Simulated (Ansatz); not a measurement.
# FH₄InOSi: one species, many methods

One table from this session's results is given with a row withheld; the runs are named, their logs left out.

Program: Ansatz 0.2.0, Gaussian basis. Level of theory: functionals in def2-TZVPP, the program's frozen cores in correlated methods. These are calculated values, not measurements.

The runs, in order: LDA (SPW92), PBE-D4, revPBE-D4, BLYP-D4, r2SCAN-D4, B97M-V, PBE0-D4, B3LYP-D4, r2SCANh-D4, r2SCAN0-D4, HSE06-D4, BHLYP-D4, CAM-B3LYP-D4, LC-ωPBE, ωB97X-V, ωB97M-V, B2PLYP, PBE-QIDH; CCSD(T)/def2-SVP; CCSD(T)/def2-TZVPP; MP2/def2-QZVPP; extrapolation to the limit; RPA on PBE.

## The geometry

An earlier PBE0-D4 in a triple-zeta def2 set relaxation fixed the geometry. In takes the def2 core potential; no spin-orbit term is included.

8 atoms, charge 0, spin multiplicity 1.

Atoms are counted from 1 here; the program's logs count them from 0.

Bond lengths: O1–Si2 1.640 Å, O1–H5 0.972 Å, Si2–In3 2.562 Å, Si2–H6 1.487 Å, Si2–H7 1.487 Å, In3–F4 2.015 Å, In3–H8 1.707 Å. Angles: Si2–O1–H5 112.6°, O1–Si2–In3 98.9°, O1–Si2–H6 112.0°, O1–Si2–H7 112.0°, In3–Si2–H6 113.0°, In3–Si2–H7 113.0°, H6–Si2–H7 107.9°, Si2–In3–F4 88.6°, Si2–In3–H8 161.5°, F4–In3–H8 109.9°.

The first run:

Input file in.yaml:

```yaml
crystal:
  periodic: [false, false, false]
  atoms:
    - {symbol: O, position_ang: [-0.686264, 1.254394, -0.969555]}
    - {symbol: Si, position_ang: [0.539165, 1.022498, 0.095229]}
    - {symbol: In, position_ang: [0.154324, -1.457575, 0.608602]}
    - {symbol: F, position_ang: [-1.408785, -1.426807, -0.663099]}
    - {symbol: H, position_ang: [-1.207304, 0.448132, -1.121811]}
    - {symbol: H, position_ang: [0.407344, 1.891163, 1.295305]}
    - {symbol: H, position_ang: [1.868174, 1.288584, -0.517268]}
    - {symbol: H, position_ang: [0.333337, -3.020400, 1.272606]}
basis:
  gaussian: {orbitals: def2-TZVPP}
hamiltonian: {xc: lda}
output: {orbitals: {seedname: orbitals}}
```

On the command line:

```sh
ansatz run in.yaml --threads 4 --pin off --events-out ev --progress --plain --max-ram 10444MiB
```

Among the steps run: LDA; PBE-D4 (GGA); revPBE-D4 (GGA); BLYP-D4 (GGA); r2SCAN-D4 (meta-GGA); B97M-V (meta-GGA); B3LYP-D4 (hybrid); r2SCANh-D4 (hybrid); r2SCAN0-D4 (hybrid); HSE06-D4 (hybrid); BHLYP-D4 (hybrid); CAM-B3LYP-D4 (range-separated); LC-ωPBE (range-separated); ωB97X-V (range-separated); ωB97M-V (range-separated); B2PLYP (double hybrid); PBE-QIDH (double hybrid).

One table of the session follows, with a row left open; its other results are not shown here.

It belongs to the step «Frontier levels by functional». 

| functional | HOMO (eV) | LUMO (eV) | gap (eV) |
| --- | --- | --- | --- |
| LDA (SPW92) | -6.75 | -3.09 | 3.66 |
| PBE-D4 | -6.59 | -2.82 | 3.76 |
| revPBE-D4 | -6.52 | -2.71 | 3.82 |
| BLYP-D4 | -6.47 | -2.79 | 3.69 |
| r2SCAN-D4 | -6.85 | -2.63 | 4.22 |
| B97M-V | -6.90 | -2.87 | 4.03 |
| PBE0-D4 | -7.69 | -2.13 | 5.55 |
| B3LYP-D4 | -7.52 | -2.40 | 5.11 |
| r2SCANh-D4 | -7.26 | -2.39 | 4.87 |
| r2SCAN0-D4 | -7.87 | -2.03 | 5.84 |
| HSE06-D4 | -7.30 | -2.49 | 4.81 |
| BHLYP-D4 | -8.70 | -1.51 | 7.19 |
| CAM-B3LYP-D4 | ? | ? | ? |
| LC-ωPBE | -10.17 | -0.20 | 9.97 |
| ωB97X-V | -9.87 | -0.33 | 9.54 |
| ωB97M-V | -9.69 | -0.58 | 9.11 |

Q: Estimate the row for CAM-B3LYP-D4 from the others.

**Answer.** HOMO (eV): -8.95; LUMO (eV): -1.32; gap (eV): 7.63. In the column «HOMO (eV)» it lies between ωB97M-V (-9.69) and BHLYP-D4 (-8.70).
